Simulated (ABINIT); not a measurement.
Crystal: CrN2.

```xyz
6
Lattice="3.9018 0.0000 0.0000 0.0000 4.8095 0.0000 0.0000 0.0000 2.7842" Properties=species:S:1:pos:R:3 pbc="T T T"
Cr    0.0000    0.0000    0.0000
Cr    1.9509    2.4048    1.3921
N     3.3796    2.8317    0.0000
N     0.5222    1.9778    0.0000
N     1.4287    4.3825    1.3921
N     2.4731    0.4270    1.3921
```

The cell comes from a database or a generator and needn't be the stable form of this composition.

Base run:

* Program: ABINIT 10.8.3 (patched build)
* Functional: PBE
* Potentials or basis: JTH PAW PBE v2.0
* Cutoff: 707 eV
* k mesh: 7 × 6 × 10
* Occupations: fermi-dirac, width 0.05 eV
* Spin: collinear spin, ferromagnetic start
* Starting moments: [3.0, 3.0, 0.0, 0.0, 0.0, 0.0] μB

Its results: band gap on the k mesh none (metal or under the smearing width); pressure -1.0 GPa; net moment 4.24 μB per cell; site moments Cr +2.11; N -0.07 μB; largest force 0.049 eV/Å.

**Question.** The run is repeated on the same cell with these changes: functional from PBE to PBEsol. What comes out?

**Answer.** Band gap on the k mesh none (metal or under the smearing width); pressure -9.8 GPa; net moment 4.23 μB per cell; site moments Cr +2.09; N -0.06 μB; largest force 0.080 eV/Å.

PBEsol binds more tightly than PBE, so the same cell stands under less pressure.

Caveats: only a ferromagnetic start was run, and an antiferromagnetic order may lie lower in energy; the PAW data sets were made with another functional, which shifts forces and pressure a little (some runs).

Not every run made on this cell is shown here.
